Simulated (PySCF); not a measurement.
# HF/cc-pVDZ run of AlAsH6 (SMILES [AlH3-][AsH3+])

Aim: the vertical ionisation energy of AlAsH6 at HF/cc-pVDZ, from 2 runs. 

Program for the calculation: PySCF 2.14.0.

## (1) The structure to begin with

AlAsH6: 8 atoms, total charge 0, spin state singlet. As SMILES, `[AlH3-][AsH3+]`. The coordinates come from a PBE0-D4/def2-TZVP relaxation.

Bond lengths: Al1–As2 2.650 Å, Al1–H3 1.596 Å, Al1–H4 1.596 Å, Al1–H5 1.596 Å, As2–H6 1.508 Å, As2–H7 1.508 Å, As2–H8 1.508 Å. Some angles: Al1–As2–H6 120.0°, Al1–As2–H7 120.1°, Al1–As2–H8 120.0°, As2–Al1–H3 96.5°, As2–Al1–H4 96.4°, As2–Al1–H5 96.4°, H6–As2–H7 97.1°, H6–As2–H8 97.1°, H7–As2–H8 97.1°, H3–Al1–H4 118.8°.

## (2) A single-point energy at HF/cc-pVDZ

The input, start.xyz:

```xyz
8

Al    -0.535100     0.191500    -1.434300
As     0.405200    -0.150600     1.019600
H      0.205600    -1.062300    -2.086700
H     -2.078900     0.058700    -1.052900
H      0.078100     1.647600    -1.657900
H      1.209600     0.941600     1.677800
H      1.353100    -1.285300     1.315000
H     -0.545400    -0.398200     2.163500
```

The input, calc.py:

```python
from pyscf import gto

mol = gto.M(
    atom='start.xyz',
    verbose=3,
    spin=0,
    max_memory=1860,
    basis='cc-pvdz',
    charge=0,
)

hf = mol.RHF()
hf.conv_tol = 1e-10
hf.kernel()
if not hf.converged:
    hf = hf.newton().run(hf.mo_coeff, hf.mo_occ)

etot = hf.e_tot
print(f'total energy: {etot:.8f} hartree')
```

Run with:

```
$ OMP_NUM_THREADS=1 python calc.py
```

What it wrote:

```text
converged SCF energy = -2479.54164544169
total energy: -2479.54164544 hartree
```

It took 1.7 s on 1 thread of Arm Neoverse V1, shared host; peak memory 0.15 GiB.

## (3) The doublet cation at the same level

The input, input.py:

```python
from pyscf import gto

mol = gto.M(
    atom=[
    ('Al', (-0.535100, 0.191500, -1.434300)),
    ('As', (0.405200, -0.150600, 1.019600)),
    ('H', (0.205600, -1.062300, -2.086700)),
    ('H', (-2.078900, 0.058700, -1.052900)),
    ('H', (0.078100, 1.647600, -1.657900)),
    ('H', (1.209600, 0.941600, 1.677800)),
    ('H', (1.353100, -1.285300, 1.315000)),
    ('H', (-0.545400, -0.398200, 2.163500)),
],
    basis='cc-pvdz',
    max_memory=1860,
    spin=1,
    verbose=3,
    charge=1,
)

myscf = mol.UHF()
myscf.conv_tol = 1e-10
myscf.kernel()
if not myscf.converged:
    myscf = myscf.newton().run(myscf.mo_coeff, myscf.mo_occ)

e_tot = myscf.e_tot
print('Final energy', e_tot)
```

Run with:

```
$ OMP_NUM_THREADS=1 python input.py
```

What it wrote:

```text
converged SCF energy = -2479.15711814292  <S^2> = 0.76326671  2S+1 = 2.013223
Final energy -2479.157118142924
```

It took 2.3 s on 1 thread of Arm Neoverse V1, shared host; peak memory 0.15 GiB.

## (4) What came out

At HF/cc-pVDZ:

```
                                          quantity           value
                      singlet AlAsH6: total energy  -2479.54165 Eh
                     singlet AlAsH6: dipole moment          4.09 D
                       singlet AlAsH6: HOMO energy       -10.92 eV
                       singlet AlAsH6: LUMO energy         2.68 eV
                     singlet AlAsH6: HOMO–LUMO gap        13.60 eV
                      doublet cation: total energy  -2479.15712 Eh
doublet cation: HOMO energy (highest over α and β)       -15.66 eV
 doublet cation: LUMO energy (lowest over α and β)        -9.50 eV
                              doublet cation: ⟨S²⟩           0.763
vertical ionisation energy (to the doublet cation)       10.464 eV
```

**Reading.** Removing an electron at fixed nuclei costs 10.46 eV (241 kcal/mol). −ε(HOMO) before ionisation, 10.92 eV, is 0.45 eV above this ionisation energy. Mulliken charges (singlet AlAsH6) run from -0.21 on H4 to +0.43 on Al1; they depend strongly on the basis. Mulliken charges (doublet cation) run from -0.10 on H4 to +0.49 on As2.
